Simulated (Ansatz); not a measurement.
LiAg3, space group Pm-3m, a relaxation of cell and ions

Run with the Python package of Ansatz (0.2.0).

`liag3_vcrelax.py`:
```python
'''Relax cell and ions of LiAg3.'''

from pathlib import Path
import warnings

import ansatz as az
from ase import Atoms
from ase.data import atomic_numbers
from ase.neighborlist import neighbor_list
import numpy as np
import spglib

def edges_and_angles(cell):
    cell = np.asarray(cell)
    a, b, c = np.linalg.norm(cell, axis=1)
    cosines = cell[1] @ cell[2] / (b * c), cell[0] @ cell[2] / (a * c), cell[0] @ cell[1] / (a * b)
    return (a, b, c, *np.degrees(np.arccos(cosines)))

warnings.simplefilter('ignore', az.DeckWarning)

cell = (
    az.Lattice.from_parameters(4.045128, 4.045128, 4.045128, alpha=90.0, beta=90.0, gamma=90.0)
    .atom('Li', (0.0, 0.0, 0.0))
    .atom('Ag', (0.0, 0.5, 0.5))
    .atom('Ag', (0.5, 0.0, 0.5))
    .atom('Ag', (0.5, 0.5, 0.0))
)

# edges free, angles fixed
job = cell.calculation()
job = job.accuracy('medium')
job = job.functional('pbesol').occupations('Gaussian', width=0.01)
job = job.initial_density(normalization='cell').kpoints(7, center='gamma')
job = job.scf(tolerance=1e-06, max_iterations=60)
job = job.pseudopotentials('nc')
job = job.mixing('broyden')
job = job.relax(force_tolerance=0.05, fix_cell=['angles'], stress_tolerance=0.01)
job = job.stress()
steps = []


def collect(event):
    if event['event'] == 'relax_step':
        steps.append(event['data'])


outcome = job.session().plan().execute(on_event=collect)
data = outcome.report
for s in steps:
    flag = '' if s['accepted'] else '  (rejected)'
    print('step %2d  E = %.5f eV  largest force component = %.4f eV/A%s' % (s['step'], s['lagrangian_ev'], s['allowed_force_max_ev_ang'], flag))

first, last = steps[0], steps[-1]
symbols = [site.symbol for site in outcome.lattice.sites]
print(f'energy gained {first["lagrangian_ev"] - last["lagrangian_ev"]:.4f} eV in {len(steps) - 1} steps')
for label, vectors in (('before', first['cell_ang']), ('after', outcome.lattice.cell_ang)):
    print(label, 'a b c (A) {:.4f} {:.4f} {:.4f}  angles {:.2f} {:.2f} {:.2f}'.format(*edges_and_angles(vectors)), f' V = {abs(np.linalg.det(vectors)):.3f} A^3')
print('final stress xx yy zz (GPa, compression positive):', np.round(np.diag(data['stress_gpa']), 3) + 0.0)

final = Atoms(symbols, positions=last['positions_ang'], cell=outcome.lattice.cell_ang, pbc=True)
i, j, d = neighbor_list('ijd', final, 4.5)
print('neighbours within 1.1 times the shortest distance of each atom (A)')
for atom in range(len(final)):
    near = [m for m in np.argsort(d) if i[m] == atom]
    shell = [m for m in near if d[m] < 1.1 * d[near[0]]]
    print(f'{symbols[atom]}{atom} ({len(shell)}):', ', '.join(f'{symbols[j[m]]} {d[m]:.3f}' for m in shell))

print('relaxed fractional positions')
for site in outcome.lattice.sites:
    print(f'  {site.symbol:2s}', ' '.join(f'{v % 1:8.5f}' for v in np.round(site.position_frac, 5)))

fractions = [site.position_frac for site in outcome.lattice.sites]
numbers = [atomic_numbers[s] for s in symbols]
for tolerance in (1e-3, 1e-2, 1e-1):
    print(f'space group at {tolerance} A:', spglib.get_spacegroup((outcome.lattice.cell_ang, fractions, numbers), symprec=tolerance))

for key in ('converged', 'n_iterations', 'n_electrons', 'n_kpoints', 'n_pw', 'n_symmetry_ops', 'free_energy_ev', 'fermi_energy_ev'):
    print(f'{key:18s} {data[key]}')

lines = ['| quantity | value |', '|---|---|']
lines.append(f'| free energy per atom | {data["free_energy_ev"] / len(outcome.lattice.sites):.4f} eV |')
lines.append(f'| Fermi level | {data["fermi_energy_ev"]:.3f} eV |')
lines.append(f'| volume per atom | {data["setup"]["cell_volume_ang3"] / len(outcome.lattice.sites):.3f} A^3 |')
lines.append(f'| valence electrons | {data["n_electrons"]:g} |')
Path('summary.md').write_text('\n'.join(lines) + '\n')

# principal values and the von Mises stress of the deviator
principal = np.linalg.eigvalsh(np.array(data['stress_gpa']))
mises = np.sqrt(0.5 * sum((principal[i] - principal[i - 1]) ** 2 for i in range(3)))
print('principal stresses (GPa, compression positive):', np.round(principal, 3))
print(f'mean {principal.mean():.3f} GPa, von Mises {mises:.3f} GPa, PV = {principal.mean() * data["setup"]["cell_volume_ang3"] / 160.21766:.4f} eV')
```

Running `python liag3_vcrelax.py` prints:
```text
step  1  E = -12840.18289 eV  largest force component = 0.0000 eV/A
step  2  E = -12840.19231 eV  largest force component = 0.0000 eV/A
step  3  E = -12840.20735 eV  largest force component = 0.0000 eV/A
step  4  E = -12840.20757 eV  largest force component = 0.0000 eV/A
step  5  E = -12840.20600 eV  largest force component = 0.0000 eV/A
step  6  E = -12840.20608 eV  largest force component = 0.0000 eV/A
step  7  E = -12840.20604 eV  largest force component = 0.0000 eV/A
energy gained 0.0232 eV in 6 steps
before a b c (A) 4.0451 4.0451 4.0451  angles 90.00 90.00 90.00  V = 66.191 A^3
after a b c (A) 3.9955 3.9955 3.9955  angles 90.00 90.00 90.00  V = 63.783 A^3
final stress xx yy zz (GPa, compression positive): [-0.003 -0.003 -0.003]
neighbours within 1.1 times the shortest distance of each atom (A)
Li0 (12): Ag 2.825, Ag 2.825, Ag 2.825, Ag 2.825, Ag 2.825, Ag 2.825, Ag 2.825, Ag 2.825, Ag 2.825, Ag 2.825, Ag 2.825, Ag 2.825
Ag1 (12): Li 2.825, Ag 2.825, Ag 2.825, Ag 2.825, Ag 2.825, Ag 2.825, Ag 2.825, Ag 2.825, Li 2.825, Li 2.825, Ag 2.825, Li 2.825
Ag2 (12): Ag 2.825, Ag 2.825, Li 2.825, Ag 2.825, Ag 2.825, Ag 2.825, Ag 2.825, Li 2.825, Ag 2.825, Ag 2.825, Li 2.825, Li 2.825
Ag3 (12): Li 2.825, Ag 2.825, Ag 2.825, Ag 2.825, Ag 2.825, Li 2.825, Ag 2.825, Li 2.825, Ag 2.825, Ag 2.825, Ag 2.825, Li 2.825
relaxed fractional positions
  Li  0.00000  0.00000  0.00000
  Ag  0.00000  0.50000  0.50000
  Ag  0.50000  0.00000  0.50000
  Ag  0.50000  0.50000  0.00000
space group at 0.001 A: Pm-3m (221)
space group at 0.01 A: Pm-3m (221)
space group at 0.1 A: Pm-3m (221)
converged          True
n_iterations       2
n_electrons        60.0
n_kpoints          20
n_pw               5449
n_symmetry_ops     48
free_energy_ev     -12840.206039783288
fermi_energy_ev    14.275593917406718
principal stresses (GPa, compression positive): [-0.003 -0.003 -0.003]
mean -0.003 GPa, von Mises 0.000 GPa, PV = -0.0014 eV
```

It writes `summary.md`:
```text
| quantity | value |
|---|---|
| free energy per atom | -3210.0515 eV |
| Fermi level | 14.276 eV |
| volume per atom | 15.946 A^3 |
| valence electrons | 60 |
```

These settings explore the input space; cutoff and mesh may be short of convergence. Forces vanish by symmetry, so the ions can't move, and the end may be a saddle. The mesh is modest for a metal, so energies can be off by several to tens of meV an atom and pressures by half a GPa or more; differences at equal mesh fare better. The zero of the levels is a convention of the potentials, so an absolute Fermi energy is no work function. Energies along a relaxation are free energies. Rows at an unchanged volume are solved on a plane-wave basis chosen afresh for that cell, so the energy jumps there and such rows are no steps of the walk. The program warned that this SCF threshold is loose for forces or stresses. The structure comes from a database of computed cells and needn't be a stable or known phase. The script silences the warnings on its input, which a real study should read. Hardware and time: 26 s on 1 thread of AMD EPYC 7R43 64-Core Processor (Zen 3) (shared host), peak memory 0.56 GiB.

(Lines on the test bed's own set-up are left out of the output.)
